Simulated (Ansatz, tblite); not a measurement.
**Al5As4 zinc blende ring disc (Al5As4H16−): one state, many levels**

How do method and basis change the picture of Al5As4 zinc blende ring disc (Al5As4H16−) (singlet)?

The runs use Ansatz 0.2.0, Gaussian basis; as each input shows.

Plan: GFN1-xTB, GFN2-xTB, PBE-D4/def2-TZVP, r2SCAN-D4/def2-TZVP, LDA/def2-TZVP, ωB97M-V/def2-TZVP, PBE-QIDH/def2-TZVP, LC-ωPBE(0.10)/def2-SVP, LC-ωPBE(0.15)/def2-SVP, LC-ωPBE(0.20)/def2-SVP, LC-ωPBE(0.30)/def2-SVP, PBE-D4/def2-SVP, PBE0-D4/def2-SVP, HF/STO-3G, CCSD(T)/def2-SVP, MP2/def2-TZVP, RPA/def2-TZVP.

### Step 1. The relaxed structure

The geometry is that of the singlet, from an earlier relaxation (PBE-D4/def2-SVP).

25 atoms, charge -1, spin multiplicity 1.

Bond lengths: As1–Al5 2.497 Å, As1–Al6 2.497 Å, As1–Al7 2.523 Å, As1–H10 1.532 Å, As2–Al6 2.542 Å, As2–Al8 2.542 Å, As2–H11 1.529 Å, As2–H12 1.530 Å, As3–Al5 2.542 Å, As3–Al9 2.542 Å, As3–H13 1.530 Å, As3–H14 1.529 Å, As4–Al7 2.523 Å, As4–Al8 2.497 Å, As4–Al9 2.497 Å, As4–H15 1.532 Å, Al5–H16 1.613 Å, Al5–H17 1.612 Å and more. Angles: Al5–As1–Al6 114.1°, Al5–As1–Al7 116.6°, Al5–As1–H10 101.5°, Al6–As1–Al7 116.6°, Al6–As1–H10 101.5°, Al7–As1–H10 103.1°, Al6–As2–Al8 128.1°, Al6–As2–H11 106.9°, Al6–As2–H12 107.3°, Al8–As2–H11 106.9°, Al8–As2–H12 107.3°, H11–As2–H12 95.6°, Al5–As3–Al9 128.3°, Al5–As3–H13 107.2°, Al5–As3–H14 106.9°, Al9–As3–H13 107.2°, Al9–As3–H14 106.8°, H13–As3–H14 95.6° and more.

As a file:

```xyz
25
charge -1, multiplicity 1
As   -1.3623   -1.3664    1.0711
As    1.5724   -1.5676   -1.3363
As   -1.5699    1.5677   -1.3432
As    1.3596    1.3669    1.0737
Al   -3.0954   -0.1447   -0.2469
Al   -0.1255   -3.1016   -0.2301
Al   -0.0056    0.0030    2.6983
Al    3.0977    0.1404   -0.2335
Al    0.1297    3.1000   -0.2369
H    -2.2319   -2.2333    1.9870
H     0.8455   -0.8471   -2.4717
H     2.4451   -2.4353   -2.2451
H    -2.4441    2.4383   -2.2476
H    -0.8443    0.8521   -2.4825
H     2.2251    2.2359    1.9914
H    -3.7391   -1.0425   -1.4222
H    -4.0723    0.7228    0.6975
H    -1.0171   -3.7634   -1.4000
H     0.7503   -4.0624    0.7231
H     0.9759   -0.9758    3.5235
H    -0.9914    0.9846    3.5150
H     4.0669   -0.7296    0.7166
H     3.7505    1.0364   -1.4051
H    -0.7455    4.0663    0.7113
H     1.0255    3.7554   -1.4072
```

The ion is computed in the gas phase, without counter-ions or solvent.

PBE0-D4/def2-TZVP was run before; its log isn't repeated, and its numbers join the tables.

### Step 2. GFN1-xTB

Tight binding, by tblite at 300 K electronic temperature and without a spin-polarisation term:

```python
tblite.interface.Calculator('GFN1-xTB', numbers, positions, charge=-1, uhf=0).singlepoint()
```

Energy -678.2355 eV, HOMO -7.20 eV, LUMO -2.91 eV; 0.066 s.

### Step 3. GFN2-xTB

Tight binding, by tblite at 300 K electronic temperature and without a spin-polarisation term:

```python
tblite.interface.Calculator('GFN2-xTB', numbers, positions, charge=-1, uhf=0).singlepoint()
```

Energy -634.0908 eV, HOMO -6.52 eV, LUMO -3.56 eV; 0.053 s.

### Step 4. PBE-D4/def2-TZVP

start.molden holds the orbitals of an earlier run on this state, given as this run's starting guess.

in.yaml reads:

```yaml
crystal:
  periodic: [false, false, false]
  atoms:
    - {symbol: As, position_ang: [-1.362307, -1.366398, 1.071148]}
    - {symbol: As, position_ang: [1.572419, -1.567625, -1.336326]}
    - {symbol: As, position_ang: [-1.569889, 1.567699, -1.343221]}
    - {symbol: As, position_ang: [1.359628, 1.366900, 1.073659]}
    - {symbol: Al, position_ang: [-3.095384, -0.144689, -0.246923]}
    - {symbol: Al, position_ang: [-0.125472, -3.101634, -0.230096]}
    - {symbol: Al, position_ang: [-0.005603, 0.003008, 2.698263]}
    - {symbol: Al, position_ang: [3.097741, 0.140416, -0.233480]}
    - {symbol: Al, position_ang: [0.129715, 3.099964, -0.236915]}
    - {symbol: H, position_ang: [-2.231854, -2.233341, 1.987028]}
    - {symbol: H, position_ang: [0.845505, -0.847140, -2.471692]}
    - {symbol: H, position_ang: [2.445065, -2.435266, -2.245087]}
    - {symbol: H, position_ang: [-2.444128, 2.438292, -2.247647]}
    - {symbol: H, position_ang: [-0.844326, 0.852111, -2.482543]}
    - {symbol: H, position_ang: [2.225117, 2.235906, 1.991413]}
    - {symbol: H, position_ang: [-3.739099, -1.042481, -1.422204]}
    - {symbol: H, position_ang: [-4.072344, 0.722823, 0.697549]}
    - {symbol: H, position_ang: [-1.017070, -3.763376, -1.400046]}
    - {symbol: H, position_ang: [0.750318, -4.062419, 0.723130]}
    - {symbol: H, position_ang: [0.975904, -0.975772, 3.523501]}
    - {symbol: H, position_ang: [-0.991410, 0.984560, 3.514958]}
    - {symbol: H, position_ang: [4.066942, -0.729592, 0.716581]}
    - {symbol: H, position_ang: [3.750476, 1.036373, -1.405148]}
    - {symbol: H, position_ang: [-0.745472, 4.066293, 0.711287]}
    - {symbol: H, position_ang: [1.025527, 3.755398, -1.407221]}
basis:
  gaussian: {orbitals: def2-TZVP, fitting: {mean_field: def2-universal-jkfit}, initial_orbitals: start.molden}
total_charge: -1
hamiltonian: {xc: pbe, dispersion: d4}
scf: {omitted_lower_state_checks: [starts]}
output: {forces: true, orbitals: {seedname: orbitals}}
```

Run with:

```
> ansatz run in.yaml --threads 2 --pin off --events-out ev --progress --plain --max-ram 32768MiB --backend cuda --devices 0, --max-vram 18GiB
```

Further steps of the session: r2SCAN-D4/def2-TZVP; LDA/def2-TZVP; ωB97M-V/def2-TZVP; PBE-QIDH/def2-TZVP; LC-ωPBE(0.10)/def2-SVP; LC-ωPBE(0.15)/def2-SVP; LC-ωPBE(0.20)/def2-SVP; LC-ωPBE(0.30)/def2-SVP; PBE-D4/def2-SVP; PBE0-D4/def2-SVP; HF/STO-3G; CCSD(T)/def2-SVP; MP2/def2-TZVP; RPA/def2-TZVP.

Before running them: what should the planned runs give, taken together? Wanted: gap in def2-TZVP, named functionals, smallest and largest; gap over the ω; correlation energy, CCSD(T)/def2-SVP; correlation energy, MP2/def2-TZVP; PBE0 total energy, smallest basis above largest.

The runs gave:

```
                                                 quantity                             value
gap in def2-TZVP, named functionals, smallest and largest  4.01 eV (LDA), 9.53 eV (ωB97M-V)
                                  gap over the ω (1/bohr)    6.91 eV at 0.1, 9.83 eV at 0.3
                     correlation energy, CCSD(T)/def2-SVP                         -40.51 eV
                        correlation energy, MP2/def2-TZVP                         -41.48 eV
          PBE0 total energy, smallest basis above largest    41.52 eV (def2-SVP, def2-TZVP)
```

What this shows: Over the named functionals in def2-TZVP the gap runs from 4.01 eV (LDA) to 9.53 eV (ωB97M-V); exact exchange widens it. Raising the ω (1/bohr) from 0.1 to 0.3 moves the HOMO by -1.70 eV and the LUMO by +1.21 eV.
